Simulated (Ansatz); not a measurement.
# USVWN5/def2-TZVPP run of GeH2Cl (SMILES [Cl][GeH2])

Aim: the energy change on altering one bond length of GeH2Cl at USVWN5/def2-TZVPP, from 2 runs. 

Program for the calculation: Ansatz 0.2.0.

39 further runs of the same task are left out: 39 set aside as unsound or not needed.

### 1 The structure to begin with

GeH2Cl has 4 atoms, charge 0, and is taken as a doublet. As SMILES, `[Cl][GeH2]`. Geometry: relaxed at PBE0-D4/def2-TZVP.

Bond lengths: Cl1–Ge2 2.156 Å, Ge2–H3 1.546 Å, Ge2–H4 1.546 Å. Angles: Cl1–Ge2–H3 106.8°, Cl1–Ge2–H4 106.8°, H3–Ge2–H4 112.3°.

### 2 The energy at USVWN5/def2-TZVPP

File molecule.yaml:

```yaml
crystal:
  periodic: [false, false, false]
  atoms:
    - {symbol: Cl, position_ang: [-1.562900, 0.305200, 0.993500]}
    - {symbol: Ge, position_ang: [0.106700, -0.451100, -0.141600]}
    - {symbol: H, position_ang: [0.072700, 0.259600, -1.514200]}
    - {symbol: H, position_ang: [1.383400, -0.113700, 0.662300]}
basis:
  gaussian:
    orbitals: def2-TZVPP
magnetization:
  spin_polarized: true
  initial_magnetization: 1
hamiltonian:
  xc: {name: SVWN5}
accuracy: high
output: {orbitals: {seedname: orbitals}}
```

Started as:

```sh
$ ansatz run molecule.yaml --threads 1 --pin off --max-ram 3480MiB --events-out events.jsonl --progress --plain --runs-dir runs
```

What it wrote:

```text
Warning: RAYON_NUM_THREADS=1 ignored (pool sized by the plan → 1); use --threads N
Functional definition: SVWN5
  name "SVWN5"
  exchange = slater_x
  correlation = vwn5_c
1798 factors; integrals over basis functions are off by at most 4.5e-9 eV
mean field evaluation 1: about -68946.1903 eV, gradient 2.0e1 eV
mean field evaluation 2: about -68945.8347 eV, gradient 2.6e1 eV
mean field evaluation 4: about -68947.1429 eV, gradient 1.6e0 eV
mean field evaluation 8: about -68947.1545 eV, gradient 6.3e-2 eV
mean field evaluation 16: about -68947.1545 eV, gradient 3.5e-5 eV
mean field -68947.15448542 eV, -2533.7611932793 hartree, gradient 5.7e-8 eV, S^2 0.750793; 0 other end points of the search recorded, 0 dependent functions left out
reference -68947.15448796 eV, -2533.7611933726 hartree; 26, 25 occupied and 92, 93 virtual orbitals, 1798 factors
Total energy: -68947.15448796 eV, -2533.7611933726 hartree
```

It took 4.8 s on 1 thread of Arm Neoverse V2, shared host; peak memory 0.28 GiB.

### 3 The distorted shape at the same level

File in.yaml:

```yaml
crystal:
  periodic: [false, false, false]
  atoms:
    - symbol: Cl
      position_ang: [-2.898609, 0.910253, 1.901600]
    - symbol: Ge
      position_ang: [0.106700, -0.451100, -0.141600]
    - symbol: H
      position_ang: [0.072700, 0.259600, -1.514200]
    - symbol: H
      position_ang: [1.383400, -0.113700, 0.662300]
basis:
  gaussian: {orbitals: def2-TZVPP}
magnetization: {spin_polarized: true, initial_magnetization: 1}
hamiltonian: {xc: {name: SVWN5}}
accuracy: high
output: {orbitals: {seedname: orbitals}}
```

Started as:

```sh
$ ansatz run in.yaml --threads 1 --pin off --max-ram 3480MiB --events-out events.jsonl --progress --plain --runs-dir runs
```

What it wrote:

```text
Warning: RAYON_NUM_THREADS=1 ignored (pool sized by the plan → 1); use --threads N
[... 4 set-up lines as earlier in the session ...]
1664 factors; integrals over basis functions are off by at most 1.2e-8 eV
mean field evaluation 1: about -68939.0466 eV, gradient 2.8e1 eV
mean field evaluation 2: about -68718.8699 eV, gradient 1.0e2 eV
mean field evaluation 4: about -68921.2206 eV, gradient 4.7e1 eV
mean field evaluation 8: about -68941.4223 eV, gradient 1.3e1 eV
mean field evaluation 16: about -68943.8365 eV, gradient 1.7e-1 eV
mean field evaluation 32: about -68938.3819 eV, gradient 1.8e1 eV
mean field evaluation 64: about -68943.6514 eV, gradient 3.9e0 eV
mean field evaluation 96: about -68941.8048 eV, gradient 6.4e0 eV
mean field -68943.83746187 eV, -2533.6392949123 hartree, gradient 4.0e-8 eV, S^2 0.760661; 10 other end points of the search recorded, 0 dependent functions left out
reference -68943.83746488 eV, -2533.6392950228 hartree; 26, 25 occupied and 92, 93 virtual orbitals, 1664 factors
Total energy: -68943.83746488 eV, -2533.6392950228 hartree
```

It took 10 s on 1 thread of Arm Neoverse V2, shared host; peak memory 0.26 GiB.

### 4 Outcome

Level: USVWN5/def2-TZVPP.

| quantity | value |
| --- | --- |
| first shape: total energy | -2533.76119 Eh |
| first shape: HOMO energy (highest over α and β) | -5.52 eV |
| first shape: LUMO energy (lowest over α and β) | -4.56 eV |
| first shape: ⟨S²⟩ | 0.751 |
| distorted shape: total energy | -2533.63930 Eh |
| distorted shape: HOMO energy (highest over α and β) | -6.30 eV |
| distorted shape: LUMO energy (lowest over α and β) | -6.27 eV |
| distorted shape: ⟨S²⟩ | 0.761 |
| energy change with the Cl1–Ge2 bond stretched from 2.156 to 3.881 Å | 3.317 eV |

**Reading.** With the Cl1–Ge2 bond stretched from 2.156 to 3.881 Å the energy rises by 3.32 eV (320 kJ/mol). The first shape isn't relaxed at this level, so the change isn't measured from a minimum.
